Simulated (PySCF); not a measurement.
# C2H7ClOSi: the cost of one run

Programs: PySCF 2.14.0, with density-fitted response routines of our own. Each step states its level of theory. These are calculated values for one molecule in the gas phase, unless marked as measured. Atoms count from 0, in the outputs and in this text.

## Step 1: The molecule as given

12 atoms, charge 0, multiplicity 1; geometry from: GFN2-xTB. The atoms were then displaced at random by about 0.01 Å, so the start is not that level's minimum.

Bonds of the start (Å): C0–C1 1.50, C1–O2 1.39, O2–Si3 1.66, Si3–Cl4 2.01, C0–H5 1.09, C0–H6 1.08, C0–H7 1.12, C1–H8 1.09, C1–H9 1.08, Si3–H10 1.44, Si3–H11 1.44.

## Step 2: Relaxing the molecule at PBE0-D3(BJ)/def2-SVP

Job settings and geometry (Å):

```
{"job": {"xc": "PBE0", "basis": "def2-SVP", "d3": "d3bj", "grid": 1, "shake": 0.01, "kind": "geom"}, "charge": 0, "multiplicity": 1}
C     -1.855150    -0.020450     0.394730
C     -0.599760    -0.376480    -0.337330
O      0.406860     0.520330     0.018170
Si     2.061590     0.460030    -0.125170
Cl     2.727220    -1.304380     0.579210
H     -2.680160    -0.665080     0.098960
H     -1.716300    -0.059570     1.465560
H     -2.142510     1.029550     0.133820
H     -0.298150    -1.389620    -0.057170
H     -0.743290    -0.323230    -1.410660
H      2.400170     1.566900     0.734380
H      2.479180     0.533730    -1.503520
```

Started as:

```console
$ OMP_NUM_THREADS=1 python probes_run.py task.json out
```

The driver reads the jobs from task.json and runs them one after another.

Q: Estimate the wall time and peak memory of this first job on 1 thread of Arm Neoverse V2, shared host.

About 32 s, with a peak of 0.52 GiB.
